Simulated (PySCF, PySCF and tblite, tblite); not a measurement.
# C5H4F2N2O: a path driven as rotation about a bond, and NMR exchange, part 2 of 2

PySCF and tblite. Atoms count from 0. Earlier steps stand in the parts before.

### Step 9. Shieldings, end: B3LYP/pcSseg-1 in dimethylsulfoxide

What the job is given:

```
{"job": {"kind": "nmr", "xc": "B3LYP", "basis": "pcSseg-1", "solvent": "dimethylsulfoxide", "pop": false}, "charge": 0, "multiplicity": 1}
C      1.756831     1.611951     0.253838
C      0.462319     1.000274    -0.215441
O     -0.326458     1.520330    -0.957774
N      0.260678    -0.264273     0.305257
C     -0.834921    -1.070425    -0.037410
C     -0.556845    -2.432238    -0.320534
N     -0.270850    -3.524265    -0.511027
C     -2.095518    -0.618319    -0.120276
F     -3.106707    -1.375497    -0.513494
F     -2.516645     0.583682     0.202824
H      1.795414     1.625063     1.340676
H      1.825925     2.627804    -0.123382
H      2.599972     1.034642    -0.120843
H      1.031314    -0.733586     0.758825
```

Log:

```text
coarse grid: 13296 points
cycle   1  E = -576.9428634129  dE =  1.882e+00  |g| = 1.140e+00  |ddm| = 3.702e+00
cycle   2  E = -576.1222272125  dE =  8.206e-01  |g| = 2.310e+00  |ddm| = 2.704e+00
cycle   3  E = -577.1785843503  dE = -1.056e+00  |g| = 2.552e-01  |ddm| = 2.059e+00
cycle   4  E = -577.1874802408  dE = -8.896e-03  |g| = 1.528e-01  |ddm| = 2.526e-01
cycle   5  E = -577.1918385029  dE = -4.358e-03  |g| = 3.953e-02  |ddm| = 1.132e-01
cycle   6  E = -577.1921469909  dE = -3.085e-04  |g| = 1.293e-02  |ddm| = 3.405e-02
cycle   7  E = -577.1921760986  dE = -2.911e-05  |g| = 5.643e-03  |ddm| = 1.143e-02
cycle   8  E = -577.1921819374  dE = -5.839e-06  |g| = 1.329e-03  |ddm| = 4.195e-03
final grid: 133928 points
cycle   9  E = -577.2843889404  dE = -3.789e-05  |g| = 7.372e-03  |ddm| = 2.478e-02
cycle  10  E = -577.2843690334  dE =  1.991e-05  |g| = 1.278e-02  |ddm| = 1.246e-02
cycle  11  E = -577.2843989244  dE = -2.989e-05  |g| = 1.929e-03  |ddm| = 8.884e-03
cycle  12  E = -577.2843996468  dE = -7.224e-07  |g| = 3.391e-04  |ddm| = 1.444e-03
cycle  13  E = -577.2843996596  dE = -1.286e-08  |g| = 2.092e-04  |ddm| = 3.232e-04
cycle  14  E = -577.2843996681  dE = -8.420e-09  |g| = 6.914e-05  |ddm| = 1.713e-04
cycle  15  E = -577.2843996689  dE = -8.122e-10  |g| = 1.534e-05  |ddm| = 5.268e-05
converged SCF energy = -577.2843996689

GIAO shielding tensors (ppm)
atom      isotropic    diamagn.    paramagn.     s11        s22        s33       span
  0 C      156.957     249.672     -92.715    132.526    146.653    191.692     59.166
  1 C        8.986     247.870    -238.884    -83.285     22.187     88.056    171.341
  2 O      -92.803     406.163    -498.966   -417.399   -191.515    330.505    747.904
  3 N      130.373     332.176    -201.803     39.998    139.845    211.276    171.278
  4 C      100.536     252.739    -152.203     49.474    114.031    138.103     88.629
  5 C       62.969     258.546    -195.577    -50.963    -50.613    290.483    341.446
  6 N      -47.762     342.681    -390.442   -208.185   -160.804    225.703    433.888
  7 C        3.761     245.020    -241.259    -73.548     36.162     48.668    122.215
  8 F      248.763     468.213    -219.450    193.962    247.246    305.082    111.119
  9 F      217.511     475.278    -257.767    157.245    228.391    266.896    109.651
 10 H       29.359      29.194       0.164     25.620     28.672     33.784      8.164
 11 H       29.963      27.794       2.169     26.033     28.303     35.552      9.519
 12 H       29.294      29.106       0.188     25.526     28.597     33.760      8.234
 13 H       25.711      35.507      -9.796     19.097     28.442     29.595     10.498
```

Run time: 21 s. Hardware: 1 thread of Arm Neoverse V2, shared host; peak memory 0.95 GiB.

Key values: HOMO -7.16 eV, LUMO -1.53 eV; dipole 5.04 D.

### Step 10. Barriers, rates and exchange

What the job is given:

```
{"job": {"smiles": "CC(=O)NC(C#N)=C(F)F", "charge": 0, "mult": 1, "motion": "rotation", "what": "enamine", "atoms": [4, 3], "drives": [{"terms": [["t", [5, 4, 3, 1], 0.25], ["t", [5, 4, 3, 13], 0.25], ["t", [7, 4, 3, 1], 0.25], ["t", [7, 4, 3, 13], 0.25]], "by": 180, "n": 12}], "flip": [4, 3], "study": "path", "level": {"kind": "nmr", "xc": "B3LYP", "basis": "pcSseg-1", "solvent": "dimethylsulfoxide"}, "fields": [60, 80, 400], "first": 4, "seed": 951, "kind": "path"}, "charge": 0, "multiplicity": 1}
C      1.880468     1.523572     0.218480
C      1.133462     0.327949    -0.313172
O      1.556674    -0.460991    -1.115307
N     -0.131939     0.213777     0.224005
C     -1.016115    -0.807761    -0.108635
C     -0.640940    -1.808333    -1.049272
N     -0.451536    -2.661556    -1.787548
C     -2.236385    -0.876788     0.442430
F     -3.145080    -1.801769     0.195145
F     -2.686637     0.010491     1.332536
H      1.987970     1.450498     1.298777
H      1.342239     2.438975    -0.018924
H      2.865120     1.558305    -0.237899
H     -0.457978     0.893159     0.897218
```

Log:

```text
stationary points (kcal/mol above the start)
  n  kind          group   xTB      DFT    lowest mode
  0  minimum      Cs       0.00     0.00      39.5
  1  saddle       C1       4.88    -1.84     -79.0
  2  minimum      C1       1.68    -0.81      58.2

GFN2-xTB energies: T/K, barrier G, reaction G (kcal/mol), k forward, k back (1/s)
 150.00     4.52     1.73   1.63e+06   2.72e+08
 200.00     4.59     1.75   8.03e+07   3.29e+09
 250.00     4.68     1.77   8.51e+08   1.51e+10
 298.15     4.77     1.80   3.96e+09   4.12e+10
 350.00     4.88     1.83    1.3e+10   9.02e+10
 400.00     5.00     1.86   3.09e+10    1.6e+11
 500.00     5.26     1.92   1.04e+11    3.6e+11

B3LYP/pcSseg-1 + D3(BJ), IEF-PCM dimethylsulfoxide energies: T/K, barrier G, reaction G (kcal/mol), k forward, k back (1/s)
 150.00    -2.20    -0.75   1.01e+16   4.04e+14
 200.00    -2.13    -0.73   1.77e+15    1.4e+14
 250.00    -2.05    -0.71   6.39e+14   7.62e+13
 298.15    -1.95    -0.69   3.35e+14   5.24e+13
 350.00    -1.84    -0.66   2.05e+14   3.98e+13
 400.00    -1.72    -0.63   1.45e+14   3.29e+13
 500.00    -1.46    -0.57   9.05e+13   2.55e+13
```

Run time: 85 s. Hardware: 1 thread of Arm Neoverse V2, shared host; peak memory 1 GiB. This counts the whole study up to here.

Barriers by level (kcal/mol; entropies in cal/(mol K)). Zero-point and thermal terms come from xTB in every row. ΔG‡ leaves symmetry out; the rate counts equivalent paths (a factor of 2); effective ΔG‡, where given, is the barrier that would give that rate by Eyring's equation alone:

```csv
level,ΔE‡,with zero-point,ΔH‡,ΔS‡,ΔG‡ (298 K),ΔE of reaction,k at 298 K (1/s),effective ΔG‡
GFN2-xTB,4.88,4.40,4.07,-2.3,4.77,1.68,4e+09,4.36
"B3LYP/pcSseg-1 + D3(BJ), IEF-PCM dimethylsulfoxide",-1.84,-2.32,-2.65,-2.3,-1.95,-0.80,–,–
```

Where the barrier is not positive, the rates in the log have no meaning.

### Step 11. Outcome

The summary covers parts 1 to 2.

| quantity | value |
| --- | --- |
| barrier (GFN2-xTB) | ΔE‡ 4.9 kcal/mol |
| xTB's saddle at B3LYP/pcSseg-1 + D3(BJ), IEF-PCM dimethylsulfoxide | -1.8 kcal/mol from the start, -2.3 with zero-point energy |

In words: On the xTB geometries B3LYP/pcSseg-1 + D3(BJ), IEF-PCM dimethylsulfoxide finds no proper saddle: the saddle lies below the start, so these points are not stationary on its surface, or the level is too crude. No rate or coalescence follows from it.
